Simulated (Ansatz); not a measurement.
# GeH4Se3: the cost of one run

Computed with Ansatz 0.2.0, Gaussian basis. Level: the settings change from run to run.

### 1 The relaxed structure

The geometry comes from an earlier relaxation with PBE0-D4 in a triple-zeta def2 set; it is a stationary point, not always the lowest conformer.

8 atoms, charge 0, spin multiplicity 1.

Atoms are counted from 1 here; the program's logs count them from 0.

Bond lengths: Se1–Ge2 2.350 Å, Se1–H5 1.471 Å, Ge2–Se3 2.350 Å, Ge2–Se4 2.350 Å, Ge2–H6 1.539 Å, Se3–H7 1.471 Å, Se4–H8 1.471 Å. Angles: Ge2–Se1–H5 92.6°, Se1–Ge2–Se3 107.8°, Se1–Ge2–Se4 107.8°, Se1–Ge2–H6 111.1°, Se3–Ge2–Se4 107.8°, Se3–Ge2–H6 111.1°, Se4–Ge2–H6 111.1°, Ge2–Se3–H7 92.6°, Ge2–Se4–H8 92.6°.

### 2 wB97X-V/cc-pVTZ

Options: high accuracy, the search for lower states set to off.

in.yaml reads:

```yaml
crystal:
  periodic: [false, false, false]
  atoms:
    - {symbol: Se, position_ang: [-1.520923, 1.023689, -1.400313]}
    - {symbol: Ge, position_ang: [0.005701, 0.038663, 0.090087]}
    - {symbol: Se, position_ang: [2.155884, 0.261175, -0.831593]}
    - {symbol: Se, position_ang: [-0.489661, -2.255105, 0.214800]}
    - {symbol: H, position_ang: [-1.097423, 2.385244, -1.038603]}
    - {symbol: H, position_ang: [-0.071998, 0.697743, 1.478158]}
    - {symbol: H, position_ang: [2.806170, -0.189959, 0.408404]}
    - {symbol: H, position_ang: [-1.695651, -2.018549, 1.023260]}
basis:
  gaussian: {orbitals: cc-pVTZ}
hamiltonian: {xc: {name: wB97X-V}}
accuracy: high
scf: {lower_state_search: off}
```

Command:

```bash
$ ansatz run in.yaml --threads 4 --pin off --events-out ev --progress --plain --max-ram 11315MiB
```

What time and memory should one allow on 4 threads of Arm Neoverse V1, shared host?

About 55 s, with a peak of 1.8 GiB.
